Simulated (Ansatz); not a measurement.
# H6O3Si: the cost of one run

All numbers below are computed with Ansatz 0.2.0 (RKS LDA/6-31G*).

1 further run of the same task is left out (it didn't finish).

### Step 1. The structure to begin with

Bond lengths: Si1–H3 1.460 Å, Si1–O4 1.679 Å, O4–H5 1.010 Å, Si1–O6 1.679 Å, O6–H7 1.010 Å, Si1–O8 1.980 Å, O8–H9 1.010 Å. Angles: H3–Si1–O4 109.5°, H3–Si1–O6 109.5°, H3–Si1–O8 67.2°, O4–Si1–O6 109.5°, O4–Si1–O8 176.6°, O6–Si1–O8 72.8°, Si1–O4–H5 109.5°, Si1–O6–H7 109.5°, Si1–O8–H9 109.5°.

Structure file:

```xyz
10

Si    0.0000    0.0000    0.0000
H     0.0000    0.0000    1.8100
H     1.3768    0.0000   -0.4862
O    -0.7913    1.3709   -0.5594
H    -1.7491    1.1401   -0.7818
O    -0.7913   -1.3709   -0.5594
H    -1.2459   -1.8365    0.2129
O     1.0334   -1.5693    0.6243
H     0.4671   -2.4013    0.5398
H     0.5283   -0.8022    1.7351
```

### Step 2. Pulling towards end A

Springs on the bonds that form and break draw the guess towards this end; the thresholds are loose.

Contents of input.yaml:

```yaml
crystal:
  periodic: [false, false, false]
  atoms:
    - { symbol: Si, position_ang: [0.0, 0.0, 0.0] }
    - { symbol: H, position_ang: [0.0, 0.0, 1.81] }
    - { symbol: H, position_ang: [1.3768, 0.0, -0.4862] }
    - { symbol: O, position_ang: [-0.7913, 1.3709, -0.5594] }
    - { symbol: H, position_ang: [-1.7491, 1.1401, -0.7818] }
    - { symbol: O, position_ang: [-0.7913, -1.3709, -0.5594] }
    - { symbol: H, position_ang: [-1.2459, -1.8365, 0.2129] }
    - { symbol: O, position_ang: [1.0334, -1.5693, 0.6243] }
    - { symbol: H, position_ang: [0.4671, -2.4013, 0.5398] }
    - { symbol: H, position_ang: [0.5283, -0.8022, 1.7351] }
basis:
  gaussian: { orbitals: "6-31G*" }
hamiltonian:
  xc: lda
relax:
  f_tol: 0.15
  max_steps: 25
  restrain:
    - { distance: [0, 7], at: 2.88, k: 30.0 }
    - { distance: [9, 1], at: 1.86, k: 30.0 }
    - { distance: [0, 1], at: 1.46, k: 30.0 }
    - { distance: [9, 7], at: 1.01, k: 30.0 }
output:
  orbitals: {}
```

Started as:

```
> ansatz run input.yaml --threads 1 --pin off --max-ram 2048MiB --backend cpu --events-out ev --progress --plain --runs-dir out
```

**Question.** How long does this run take on 1 thread of Arm Neoverse V1, shared host, and how much memory does it need?

About 34 s, with a peak of 0.14 GiB.
